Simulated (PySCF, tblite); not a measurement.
# C4H6F2SeSi: geometry, infrared bands and NMR shifts

Wanted: the infrared bands and NMR shifts of C4H6F2SeSi (`F[SiH](F)[C@H]1C=C[Se]C1`), by calculation.

Computed with tblite 0.8.0 and PySCF 2.14.0, with density-fitted response routines of our own, on a single molecule in the gas phase. Atoms count from 0, in the outputs and in this text.

## (1) The molecule as given

14 atoms, charge 0, multiplicity 1; geometry from: force field or distance geometry start.

Bonds of the start (Å): F0–Si1 1.68, Si1–F2 1.67, Si1–C3 1.88, C3–C4 1.50, C4–C5 1.32, C5–Se6 1.90, Se6–C7 1.94, C7–C3 1.54, Si1–H8 1.48, C3–H9 1.10, C4–H10 1.08, C5–H11 1.09, C7–H12 1.11, C7–H13 1.11.

## (2) Geometry optimisation with GFN2-xTB

Job settings and geometry (Å):

```
{"job": {"kind": "relax", "xc": "GFN2-xTB", "basis": "xTB"}, "charge": 0, "multiplicity": 1}
F     -1.739400     2.460000    -0.084300
Si    -1.661900     0.834400     0.317400
F     -3.040700     0.036900    -0.198900
C     -0.152400     0.066500    -0.498800
C      1.105900     0.718900    -0.020200
C      2.159100    -0.067500     0.115800
Se     1.852300    -1.906700    -0.268900
C     -0.028300    -1.430500    -0.165400
H     -1.539000     0.694200     1.788500
H     -0.241300     0.194300    -1.585300
H      1.172800     1.790300     0.134000
H      3.118100     0.304700     0.465300
H     -0.627400    -2.039600    -0.881400
H     -0.378500    -1.656400     0.860100
```

The run is started by

```sh
OMP_NUM_THREADS=1 python probes_run.py task.json out
```

One launch serves the whole session: the jobs run in the order shown.

**Question.** This job is followed by: GFN2-xTB harmonic vibrations, gas phase; GIAO PBE0/pcSseg-1 NMR shielding, non-relativistic, gas phase. Predict these results of the whole session: strongest single infrared mode (GFN2-xTB); zero-point energy (GFN2-xTB); 13C shifts against TMS (PBE0/pcSseg-1); 1H shifts against TMS (PBE0/pcSseg-1); 19F shifts against CFCl3 (PBE0/pcSseg-1); 29Si shifts against TMS (PBE0/pcSseg-1); 77Se shifts against Me2Se (PBE0/pcSseg-1); surface potential, 1st and 99th percentile.

As calculated:

```
                                 quantity                                   value
strongest single infrared mode (GFN2-xTB)                    880 cm⁻¹, 242 km/mol
             zero-point energy (GFN2-xTB)                           56.4 kcal/mol
   13C shifts against TMS (PBE0/pcSseg-1)            141.5, 124.5, 41.9, 34.1 ppm
    1H shifts against TMS (PBE0/pcSseg-1)  6.56, 5.44, 4.88, 3.29, 3.27, 3.06 ppm
 19F shifts against CFCl3 (PBE0/pcSseg-1)                      -153.2, -159.5 ppm
  29Si shifts against TMS (PBE0/pcSseg-1)                               -10.8 ppm
77Se shifts against Me2Se (PBE0/pcSseg-1)                                 369 ppm
    surface potential, 1st and 99th percentile                      -0.88 V and 1.64 V
```

**Reading.** Over 33 steps the energy fell by 0.316 eV; of the close pairs, F0–Si1 changed most, 1.676 to 1.598 Å. All 36 modes are real, so the xTB geometry is a minimum. The strongest single mode, at 880 cm⁻¹, is spread over several atoms, Si1, F0, F2 among them. GFN2-xTB is a fitted tight-binding method: band positions and strengths are rough. Its intensities can rank the bands wrongly. At PBE0/pcSseg-1: Shielding is most anisotropic at Se6 (span 1201 ppm, paramagnetic term -1608 ppm). By nearest atom (PBE0/pcSseg-1), the HOMO sits on Se6 60 %; C4 17 % and the LUMO on Se6 30 %; C5 14 %. Spin-orbit coupling is left out, which matters for shieldings and couplings at and beside the heavy atoms.
